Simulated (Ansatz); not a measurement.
# TiRe: the cost of one run

Computed with Ansatz 0.2.0 (DFT PBEsol, scalar-relativistic, plane waves, PAW, unless a step's input says otherwise).

## (1) The system as given

Symmetry: Pm-3m, No. 221, cubic system. The conventional cell has a = 3.118 Å, b = 3.118 Å, c = 3.118 Å, α = 90.00°, β = 90.00°, γ = 90.00°. Around Ti (site symmetry m-3m) lie 8 Re at 2.70 Å. Around Re (site symmetry m-3m) lie 8 Ti at 2.70 Å.

Coordinates:

```
Ti Re
1.0
     3.11800    0.00000    0.00000
     0.00000    3.11800    0.00000
     0.00000    0.00000    3.11800
Ti Re
1 1
Direct
  0.50000 0.50000 0.50000
  0.00000 0.00000 0.00000
```

No relaxation comes first: the listed cell is the starting point.

## (2) The reference cell

Reference values: F = -13211.9163 eV; pressure -7.62 GPa; largest force 0.000 eV/Å; gap on the mesh none (metal). It was computed beforehand with the settings of the runs below.

## (3) The scan: biaxial against axial strain

The cell is strained by p along both x and y and by q along z, with fractional coordinates fixed.

## (4) p = -0.080, q = -0.080

input.yaml reads:

```yaml
crystal:
  lattice:
    - [2.86856, 0.0, 0.0]
    - [0.0, 2.86856, 0.0]
    - [0.0, 0.0, 2.86856]
  atoms:
    - { symbol: Ti, position: [0.5, 0.5, 0.5] }
    - { symbol: Re, position: [0.0, 0.0, 0.0] }
basis:
  ecutwfc: 420
kpoints:
  mp_grid: { grid: [16, 16, 16] }
hamiltonian:
  xc: pbesol
scf:
  occupations: { method: gaussian, width: 0.15 }
output:
  forces: true
  stress: true
  eigenvalues: true
```

Started as:

```
$ ansatz run input.yaml --threads 1 --pin off --max-ram 2560MiB --backend cpu --events-out ev --progress --plain --runs-dir out
```

Q: Estimate wall time and peak memory on 1 thread of Arm Neoverse V1, shared host.

About 4.7 s, with a peak of 0.35 GiB.
